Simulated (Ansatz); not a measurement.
YbAl2Ge2, space group P-3m1, an equation of state with a fit

With the Ansatz DFT code, driven from Python.

Interactive session:
```pycon
>>> import warnings
>>> import ansatz
>>> import numpy as np
>>> from pymatgen.analysis.eos import EOS
>>> vectors0 = np.array([
...     [4.179, 0.0, 0.0],
...     [-2.0895, 3.61912, 0.0],
...     [0.0, 0.0, 7.069],
... ])
>>> sites = [
...     ("Yb", (0.0, 0.0, 0.0)),
...     ("Al", (1 / 3, 2 / 3, 0.6323)),
...     ("Al", (2 / 3, 1 / 3, 0.3677)),
...     ("Ge", (1 / 3, 2 / 3, 0.2585)),
...     ("Ge", (2 / 3, 1 / 3, 0.7415)),
... ]
>>> def build(cell):
...     crystal = ansatz.Crystal(lattice=ansatz.Lattice.of(cell))
...     for symbol, position in sites:
...         crystal = crystal.atom(symbol, position)
...     return crystal
...
>>> warnings.simplefilter("ignore", ansatz.DeckWarning)
>>> # uniform scaling of the cell
>>> volumes, energies, pressures = [], [], []
>>> for scale in np.linspace(0.88, 1.12, 7):
...     cell = vectors0 * scale ** (1 / 3)
...     model = (
...         build(cell).calculation()
...         .functional("PBEsol")
...         .occupations("Fermi-Dirac", width=0.1)
...         .basis(500)
...         .kpoints(6, 6, 4)
...         .stress()
...     )
...     r = model.run(threads=1).report
...     volumes.append(abs(np.linalg.det(cell)) / len(sites))
...     energies.append(r["free_energy_ev"] / len(sites))
...     pressures.append(np.trace(r["stress_gpa"]) / 3)
...     print(f"V = {volumes[-1]:8.4f} A^3/atom  F = {energies[-1]:.5f} eV/atom  P = {pressures[-1]:8.3f} GPa")
...
V =  18.8168 A^3/atom  F = -4646.91178 eV/atom  P =    7.720 GPa
V =  19.6721 A^3/atom  F = -4646.94140 eV/atom  P =    3.533 GPa
V =  20.5274 A^3/atom  F = -4646.95100 eV/atom  P =    0.185 GPa
V =  21.3827 A^3/atom  F = -4646.94460 eV/atom  P =   -2.477 GPa
V =  22.2380 A^3/atom  F = -4646.92558 eV/atom  P =   -4.563 GPa
V =  23.0934 A^3/atom  F = -4646.89667 eV/atom  P =   -6.204 GPa
V =  23.9487 A^3/atom  F = -4646.85988 eV/atom  P =   -7.534 GPa
>>> for form in ["birch_murnaghan"]:
...     fit = EOS(eos_name=form).fit(volumes, energies)
...     print(f"{form:18s} V0 {fit.v0:8.4f} A^3/atom  B0 {fit.b0_GPa:7.1f} GPa  B1 {fit.b1:5.2f}")
...
birch_murnaghan    V0  20.5790 A^3/atom  B0    70.4 GPa  B1  4.64
```

A third-order Birch-Murnaghan fit through the 7 points has its minimum at 20.58 Å³ an atom, 3.8 % below the typed cell, with a bulk modulus of 70 GPa and dB/dP = 4.6. From that minimum the energy rises by 39.2 meV an atom on the compressed side and 91.1 meV on the expanded side.

Notes:
- Total energies depend on the potentials; only differences at equal settings carry meaning.
- Semilocal functionals put the nearly full 4f shell of Yb too close to the Fermi level.
- Shape and fractional positions are held along the curve, so the bulk modulus is an upper value where they are free to relax.
- The mesh is modest for a metal, so energies can be off by several to tens of meV an atom and pressures by half a GPa or more; differences at equal mesh fare better.
- Pressure is positive in compression.
- The starting cell is as deposited in a crystallographic database; the results hold for this polymorph, which needn't be the stable one.
- Hardware and time: 50 s on 1 thread of Arm Neoverse V2, with other jobs on the host, peak memory 0.6 GiB.
